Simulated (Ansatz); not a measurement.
# Al: the cost of one run

Computed with Ansatz 0.2.0 (DFT PBEsol, scalar-relativistic, plane waves, PAW, unless a step's input says otherwise).

4 further runs of the same task are left out: 1 that didn't finish, 3 set aside as unsound or not needed. Runs told in other sessions of the task aren't counted.

### Step 1. Starting point

The structure is hexagonal, space group P6_3/mmc (No. 194). Conventional cell: a = 2.850 Å, b = 2.850 Å, c = 4.637 Å, α = 90.00°, β = 90.00°, γ = 120.00°. Al (site symmetry -6m2) has 12 Al at 2.84 to 2.85 Å in its first shell of neighbours.

Coordinates:

```cif
data_structure
_symmetry_space_group_name_H-M 'P 1'
_symmetry_Int_Tables_number 1
_cell_length_a 2.8501
_cell_length_b 4.9365
_cell_length_c 5.4431
_cell_angle_alpha 116.966
_cell_angle_beta 105.177
_cell_angle_gamma 90.000
_cell_volume 65.24
loop_
_atom_site_label
_atom_site_type_symbol
_atom_site_fract_x
_atom_site_fract_y
_atom_site_fract_z
_atom_site_occupancy
Al1 Al 0.12500 0.79167 0.25000 1
Al2 Al 0.62500 0.29167 0.25000 1
Al3 Al 0.87500 0.20833 0.75000 1
Al4 Al 0.37500 0.70833 0.75000 1
```

It goes back to an entry of the Materials Project, which need not be the stable form.

It is built from the cell relaxed beforehand with the same method (16.31 Å³/atom).

### Step 2. The reference: the undisturbed cell on the scan's mesh

Input file input.yaml:

```yaml
crystal:
  lattice:
    - [-2.8500701807, 0.0, 0.0]
    - [1.0e-10, 4.9364663581, 0.0]
    - [1.4250350903, -2.4682331791, -4.6373162797]
  atoms:
    - { symbol: Al, position: [0.125, 0.7916666667, 0.25] }
    - { symbol: Al, position: [0.625, 0.2916666667, 0.25] }
    - { symbol: Al, position: [0.875, 0.2083333333, 0.75] }
    - { symbol: Al, position: [0.375, 0.7083333333, 0.75] }
basis:
  ecutwfc: 420
kpoints:
  mp_grid: { grid: [22, 22, 22] }
hamiltonian:
  xc: pbesol
scf:
  occupations: { method: gaussian, width: 0.15 }
output:
  forces: true
  stress: true
  eigenvalues: true
  write_density: true
  write_potential: true
  elf: true
  volumetric_format: npy
```

Command:

```sh
$ ansatz run input.yaml --threads 2 --pin off --max-ram 5120MiB --backend cpu --events-out ev --progress --plain --runs-dir out
```

**Question.** How long does this run take on 2 threads of AMD EPYC (Zen 3), shared host, and how much memory does it need?

About 56 s, with a peak of 1.1 GiB.
